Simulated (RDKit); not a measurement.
# C3H9BF− (SMILES CC(C)[BH2-]F) at UFF

We compute a geometry optimisation of C3H9BF−. 

The results are computed with RDKit 2026.09.1.

1 further run of the same task is left out (set aside as unsound or not needed).

### Step 1. Starting point

The species is C3H9BF− (14 atoms), meant as a singlet with charge -1. As SMILES, `CC(C)[BH2-]F`. The shape is that of a GFN2-xTB optimisation. This is one conformer, not always the lowest. The run starts from this shape.

Bond lengths: C1–C2 1.527 Å, C2–C3 1.527 Å, C2–B4 1.661 Å, B4–F5 1.449 Å, C1–H6 1.089 Å, C1–H7 1.089 Å, C1–H8 1.099 Å, C2–H9 1.102 Å, C3–H10 1.099 Å, C3–H11 1.089 Å, C3–H12 1.089 Å, B4–H13 1.223 Å, B4–H14 1.223 Å. Some angles: C1–C2–C3 109.0°, C1–C2–B4 112.0°, C3–C2–B4 111.9°, C2–B4–F5 109.4°, C1–C2–H9 107.7°, C3–C2–H9 107.7°, B4–C2–H9 108.4°, C2–C1–H6 110.2°, C2–C1–H7 109.5°, C2–C1–H8 112.4°.

### Step 2. A geometry optimisation at UFF

Contents of mol.sdf:

```

     RDKit          3D

 14 13  0  0  0  0  0  0  0  0999 V2000
   -0.7208    0.4268    1.2059 C   0  0  0  0  0  0  0  0  0  0  0  0
   -0.0436   -0.4172    0.1283 C   0  0  0  0  0  0  0  0  0  0  0  0
    1.4558   -0.1276    0.1377 C   0  0  0  0  0  0  0  0  0  0  0  0
   -0.7138   -0.1653   -1.3700 B   0  0  0  0  0  0  0  0  0  0  0  0
   -0.5399    1.2220   -1.7490 F   0  0  0  0  0  0  0  0  0  0  0  0
   -1.7803    0.1809    1.2665 H   0  0  0  0  0  0  0  0  0  0  0  0
   -0.6346    1.4815    0.9500 H   0  0  0  0  0  0  0  0  0  0  0  0
   -0.2739    0.2759    2.1985 H   0  0  0  0  0  0  0  0  0  0  0  0
   -0.1810   -1.4767    0.3980 H   0  0  0  0  0  0  0  0  0  0  0  0
    1.9049   -0.2800    1.1289 H   0  0  0  0  0  0  0  0  0  0  0  0
    1.9686   -0.7738   -0.5736 H   0  0  0  0  0  0  0  0  0  0  0  0
    1.6294    0.9050   -0.1604 H   0  0  0  0  0  0  0  0  0  0  0  0
   -1.9146   -0.3971   -1.3479 H   0  0  0  0  0  0  0  0  0  0  0  0
   -0.1562   -0.8544   -2.2129 H   0  0  0  0  0  0  0  0  0  0  0  0
  2  1  1  0
  3  2  1  0
  4  2  1  0
  5  4  1  0
  6  1  1  0
  7  1  1  0
  8  1  1  0
  9  2  1  0
 10  3  1  0
 11  3  1  0
 12  3  1  0
 13  4  1  0
 14  4  1  0
M  CHG  1   4  -1
M  END
$$$$
```

Contents of run.py:

```python
import json
import numpy as np
from rdkit import Chem
from rdkit.Chem import AllChem

molecule = Chem.MolFromMolFile("mol.sdf", removeHs=False)
symbols = [a.GetSymbol() for a in molecule.GetAtoms()]
start = molecule.GetConformer().GetPositions().copy()

ff = AllChem.UFFGetMoleculeForceField(molecule)
e0 = ff.CalcEnergy()
print(f"start   E = {e0:.5f} kcal/mol")
path, flag, n = [], 1, 0
while flag and n < 2000:
    flag = ff.Minimize(maxIts=50, forceTol=0.0001)
    n += 50
    path.append((n, ff.CalcEnergy(), molecule.GetConformer().GetPositions().tolist()))
    print(f"{n:5d}   E = {path[-1][1]:.5f} kcal/mol")
print("converged" if flag == 0 else "iteration limit reached")
final = molecule.GetConformer().GetPositions()
for a, p in zip(symbols, final):
    print(f"{a:<2} {p[0]:11.5f} {p[1]:11.5f} {p[2]:11.5f}")
print(f"energy gained {e0 - path[-1][1]:.4f} kcal/mol")
json.dump(dict(symbols=symbols, start=start.tolist(), start_energy=e0, energy=path[-1][1], final=final.tolist(), path=path, success=flag == 0), open("results.json", "w"))
```

Run with:

```console
python run.py
```

Q: Predict the results. Wanted: steric energy.

Answer, from the run:

Level: UFF.

```
                      quantity       value
steric energy (arbitrary zero)  0.00423 Eh
```

In words: At the final geometry: Bond lengths: C1–C2 1.533 Å, C2–C3 1.533 Å, C2–B4 1.617 Å, B4–F5 1.456 Å, C1–H6 1.111 Å, C1–H7 1.112 Å, C1–H8 1.111 Å, C2–H9 1.112 Å, C3–H10 1.111 Å, C3–H11 1.111 Å, C3–H12 1.112 Å, B4–H13 1.192 Å, B4–H14 1.192 Å. Some angles: C1–C2–C3 110.7°, C1–C2–B4 111.0°, C3–C2–B4 111.0°, C2–B4–F5 110.6°, C1–C2–H9 108.2°, C3–C2–H9 108.2°, B4–C2–H9 107.5°, C2–C1–H6 110.4°, C2–C1–H7 110.9°, C2–C1–H8 110.0°.
